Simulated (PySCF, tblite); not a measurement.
**C₆H₁₂F₂OSi: geometry, infrared bands and NMR shifts**

Wanted: the infrared bands and NMR shifts of C₆H₁₂F₂OSi (`F[SiH2][C@@H]1CCCO[C@H](F)C1`), by calculation.

The runs use tblite 0.8.0 and PySCF 2.14.0, with density-fitted response routines of our own; the level of theory stands in each step. All values are computed, except where a source is named. Atoms count from 0, in the outputs and in this text.

## 1. The molecule as given

22 atoms, charge 0, multiplicity 1; geometry from: force field or distance geometry start.

Bonds of the start (Å): F0–Si1 1.70, Si1–C2 1.87, C2–C3 1.50, C3–C4 1.50, C4–C5 1.53, C5–O6 1.40, O6–C7 1.38, C7–F8 1.39, C7–C9 1.48, C9–C2 1.50, Si1–H10 1.47, Si1–H11 1.47, C2–H12 1.12, C3–H13 1.11, C3–H14 1.12, C4–H15 1.11, C4–H16 1.10, C5–H17 1.10, C5–H18 1.11, C7–H19 1.11, C9–H20 1.13, C9–H21 1.12.

## 2. Relaxing the molecule with GFN2-xTB

What the job is given:

```
{"job": {"kind": "relax", "xc": "GFN2-xTB", "basis": "xTB"}, "charge": 0, "multiplicity": 1}
F      2.873500    -1.172900    -0.862000
Si     2.538900    -0.202700     0.487000
C      0.683500    -0.012100     0.623800
C      0.127600    -1.270800     0.029100
C     -1.364800    -1.401600     0.091700
C     -1.912100    -0.268000    -0.783000
O     -2.001000     0.822200     0.084400
C     -1.001700     1.758300    -0.071200
F     -1.272600     2.409700    -1.270500
C      0.375200     1.227200    -0.163900
H      3.102100    -0.892600     1.653300
H      3.187000     1.087900     0.222600
H      0.454600     0.118800     1.710100
H      0.496600    -1.484500    -0.991100
H      0.528500    -2.100500     0.673100
H     -1.666900    -2.393000    -0.303100
H     -1.770200    -1.246600     1.107600
H     -2.874500    -0.560700    -1.224900
H     -1.165000    -0.062500    -1.583900
H     -1.084100     2.503600     0.753300
H      1.050800     2.028000     0.250900
H      0.683900     1.132300    -1.235700
```

On the command line:

```sh
$ OMP_NUM_THREADS=1 python probes_run.py task.json out
```

This one command runs all jobs of the session in turn.

**Question.** This job is followed by: GFN2-xTB harmonic vibrations, gas phase; GIAO PBE0/pcSseg-1 NMR shielding, non-relativistic, gas phase. What will the session give for the following? strongest single infrared mode (GFN2-xTB); zero-point energy (GFN2-xTB); ¹³C shifts against TMS (PBE0/pcSseg-1); ¹H shifts against TMS (PBE0/pcSseg-1); ¹⁹F shifts against CFCl3 (PBE0/pcSseg-1); ²⁹Si shifts against TMS (PBE0/pcSseg-1); ¹⁷O shifts against H2O (PBE0/pcSseg-1); surface potential, 1st and 99th percentile.

The runs gave:

| quantity | value |
| --- | --- |
| strongest single infrared mode (GFN2-xTB) | 2332 cm⁻¹, 397 km/mol |
| zero-point energy (GFN2-xTB) | 108.3 kcal/mol |
| ¹³C shifts against TMS (PBE0/pcSseg-1) | 116.2, 66.8, 39.8, 36.2, 34.8, 25.5 ppm |
| ¹H shifts against TMS (PBE0/pcSseg-1) | 5.85, 5.17, 5.13, 4.07, 4.02, 2.35, 2.11, 2.05, 1.75, 1.68, 1.54, 0.54 ppm |
| ¹⁹F shifts against CFCl3 (PBE0/pcSseg-1) | -140.7, -240.9 ppm |
| ²⁹Si shifts against TMS (PBE0/pcSseg-1) | 17.6 ppm |
| ¹⁷O shifts against H2O (PBE0/pcSseg-1) | 103.0 ppm |
| surface potential, 1st and 99th percentile | -1.22 V and 1.41 V |

In words: Over 125 steps the energy fell by 0.839 eV; of the close pairs, F0–Si1 changed most, 1.695 to 1.611 Å. No mode is imaginary among the 60: a minimum at this level. The strongest single mode, at 2332 cm⁻¹, moves mainly H11 and H10. GFN2-xTB is a fitted tight-binding method: band positions and strengths are rough. Its intensities can rank the bands wrongly. H19 (hydrogen on an sp3 CH bonded to F and O) lies farthest downfield among hydrogen, at 5.85 ppm; its carbon carries F and O, an electronegative neighbour. At PBE0/pcSseg-1: Shielding is most anisotropic at F8 (span 158 ppm, paramagnetic term -161 ppm).
